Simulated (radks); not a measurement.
# S⁺ in [Ne] 3s2 3p3: an all-electron calculation

An exercise on one series of results from a longer session: the logs are not shown, and one member is left open.

Program: radks (a radial shooting solver on a logarithmic mesh, Libxc functionals) version 1. Level of theory: scalar-relativistic Kohn-Sham, r2SCAN, spin-polarised, spherical densities, finite nucleus; open shells are filled with parallel spins first. These are calculated values, not measurements, unless marked.

**The atom as given**

- element: sulfur (Z = 16)
- charge: +1
- electrons: 15
- configuration: [Ne] 3s2 3p3
- nuclear rms radius: 3.2611 fm

The outer shells:

S⁺
```
[Ne] core
3s [↑↓]
3p [↑ ][↑ ][↑ ]
```

The first run:

Settings of this run:

```text
Z 16
configuration [Ne] 3s2 3p3
relativity scalar-relativistic
functional r2scan,r2scan
spin polarised
nucleus finite rms 3.2611 fm
c 137.035999084
```

One table of the session follows, with a row left open; its other results are not shown here.

It belongs to the step «Orbitals and density». From the orbitals of this run (lengths in bohr):

| level | <r> | outermost maximum (interpolated) | 90 % within | nodes |
| --- | --- | --- | --- | --- |
| 1s up | 0.09688 | 0.0633 | 0.173 | 0 |
| 1s down | 0.09686 | 0.0633 | 0.173 | 0 |
| 2s up | 0.4768 | 0.387 | 0.746 | 1 |
| 2s down | 0.4770 | 0.388 | 0.747 | 1 |
| 2p up | 0.4415 | 0.326 | 0.734 | 0 |
| 2p down | 0.4416 | 0.327 | 0.734 | 0 |
| 3s up | 1.638 | 1.40 | 2.46 | 2 |
| 3s down | 1.658 | 1.39 | 2.50 | 2 |
| 3p up | ? | ? | ? | ? |
| 3p down | 1.912 | 1.56 | 2.96 | 1 |

Q: Estimate the row for 3p up from the others.

**Answer.** <r>: 1.865; outermost maximum (interpolated): 1.55; 90 % within: 2.86; nodes: 1. In the column «<r>» it lies between 3s down (1.658) and 3p down (1.912).

To keep in mind: Open shells are spherical and high-spin; term and fine-structure splittings are not resolved.
